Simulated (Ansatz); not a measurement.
**GeH2SO (SMILES [OH][Ge][SH]): SVWN5/def2-SVPD**

Aim: the energy change on altering one bond length of GeH2SO at SVWN5/def2-SVPD, from 2 runs. 

The calculation is run with Ansatz 0.2.0.

50 further runs of the same task are left out: 50 set aside as unsound or not needed. Runs told in other sessions of the task aren't counted.

### 1 The structure to begin with

GeH2SO has 5 atoms, charge 0, and is taken as a singlet. As SMILES, `[OH][Ge][SH]`. The coordinates come from a PBE0-D4/def2-TZVP relaxation. This is one conformer, not always the lowest.

Bond lengths: O1–Ge2 1.782 Å, Ge2–S3 2.260 Å, O1–H4 0.961 Å, S3–H5 1.343 Å. Angles: O1–Ge2–S3 97.9°, Ge2–O1–H4 117.4°, Ge2–S3–H5 93.6°.

### 2 A single-point energy at SVWN5/def2-SVPD

Contents of in.yaml:

```yaml
crystal:
  periodic: [false, false, false]
  atoms:
    - {symbol: O, position_ang: [-1.346000, -1.001300, 0.399800]}
    - {symbol: Ge, position_ang: [-0.897400, 0.628900, -0.164200]}
    - {symbol: S, position_ang: [1.343300, 0.336500, -0.206300]}
    - {symbol: H, position_ang: [-0.632500, -1.625200, 0.561400]}
    - {symbol: H, position_ang: [1.582700, 1.587400, -0.632100]}
basis:
  gaussian:
    orbitals: def2-SVPD
hamiltonian:
  xc: {name: SVWN5}
accuracy: high
output: {orbitals: {seedname: orbitals}}
```

Launch:

```
$ ansatz run in.yaml --threads 1 --pin off --max-ram 2610MiB --events-out events.jsonl --progress --plain --runs-dir runs
```

Output:

```text
Warning: RAYON_NUM_THREADS=1 ignored (pool sized by the plan → 1); use --threads N
Functional definition: SVWN5
  name "SVWN5"
  exchange = slater_x
  correlation = vwn5_c
1966 factors; integrals over basis functions are off by at most 4.4e-9 eV
mean field evaluation 1: about -69277.6132 eV, gradient 6.6e1 eV
mean field evaluation 2: about -69190.3227 eV, gradient 1.8e2 eV
mean field evaluation 4: about -69283.8911 eV, gradient 2.2e1 eV
mean field evaluation 8: about -69285.4652 eV, gradient 3.9e-1 eV
mean field evaluation 16: about -69285.4633 eV, gradient 1.5e-4 eV
mean field -69285.46328040 eV, -2546.1938121811 hartree, gradient 1.9e-8 eV, S^2 0.000000; 0 other end points of the search recorded, 0 dependent functions left out
reference -69285.46328392 eV, -2546.1938123101 hartree; 29, 29 occupied and 75, 75 virtual orbitals, 1966 factors
Total energy: -69285.46328392 eV, -2546.1938123101 hartree
```

Run time: 5.4 s. Hardware: 1 thread of Arm Neoverse V2, shared host; peak memory 0.25 GiB.

### 3 The distorted shape at the same level

Contents of input.yaml:

```yaml
crystal:
  periodic: [false, false, false]
  atoms:
    - {symbol: O, position_ang: [-1.916824, -0.502159, 0.270515]}
    - {symbol: Ge, position_ang: [-1.468224, 1.128041, -0.293485]}
    - {symbol: S, position_ang: [0.772476, 0.835641, -0.335585]}
    - {symbol: H, position_ang: [-0.632500, -1.625200, 0.561400]}
    - {symbol: H, position_ang: [1.011876, 2.086541, -0.761385]}
basis:
  gaussian:
    orbitals: def2-SVPD
hamiltonian:
  xc: {name: SVWN5}
output:
  orbitals: {seedname: orbitals}
accuracy: high
```

Launch:

```
$ ansatz run input.yaml --threads 1 --pin off --max-ram 2610MiB --events-out events.jsonl --progress --plain --runs-dir runs
```

Output:

```text
Warning: RAYON_NUM_THREADS=1 ignored (pool sized by the plan → 1); use --threads N
[... 4 set-up lines as earlier in the session ...]
2007 factors; integrals over basis functions are off by at most 4.4e-9 eV
mean field evaluation 1: about -69270.9269 eV, gradient 7.2e1 eV
mean field evaluation 2: about -69141.1548 eV, gradient 1.8e2 eV
mean field evaluation 4: about -69278.9499 eV, gradient 2.8e1 eV
mean field evaluation 8: about -69282.0508 eV, gradient 3.1e0 eV
mean field evaluation 16: about -69282.0740 eV, gradient 2.4e-3 eV
mean field -69282.07403655 eV, -2546.0692597667 hartree, gradient 2.9e-8 eV, S^2 0.000000; 0 other end points of the search recorded, 0 dependent functions left out
reference -69282.07404014 eV, -2546.0692598987 hartree; 29, 29 occupied and 75, 75 virtual orbitals, 2007 factors
Total energy: -69282.07404014 eV, -2546.0692598987 hartree
```

Run time: 5.4 s. Hardware: 1 thread of Arm Neoverse V2, shared host; peak memory 0.25 GiB.

### 4 Summary of results

At SVWN5/def2-SVPD:

| quantity | value |
| --- | --- |
| first shape: total energy | -2546.19381 Eh |
| first shape: HOMO energy | -6.58 eV |
| first shape: LUMO energy | -3.03 eV |
| first shape: HOMO–LUMO gap | 3.55 eV |
| distorted shape: total energy | -2546.06926 Eh |
| distorted shape: HOMO energy | -6.74 eV |
| distorted shape: LUMO energy | -4.70 eV |
| distorted shape: HOMO–LUMO gap | 2.04 eV |
| energy change with the O1–H4 bond stretched from 0.961 to 1.731 Å | 3.389 eV |

**Reading.** One bond (distorted shape) is far stretched, which a spin-restricted single reference describes badly; a broken-symmetry solution may lie lower. With the O1–H4 bond stretched from 0.961 to 1.731 Å the energy rises by 3.39 eV (78 kcal/mol). The first shape isn't relaxed at this level, so the change isn't measured from a minimum. A restricted reference can't describe the breaking bond well at this length.
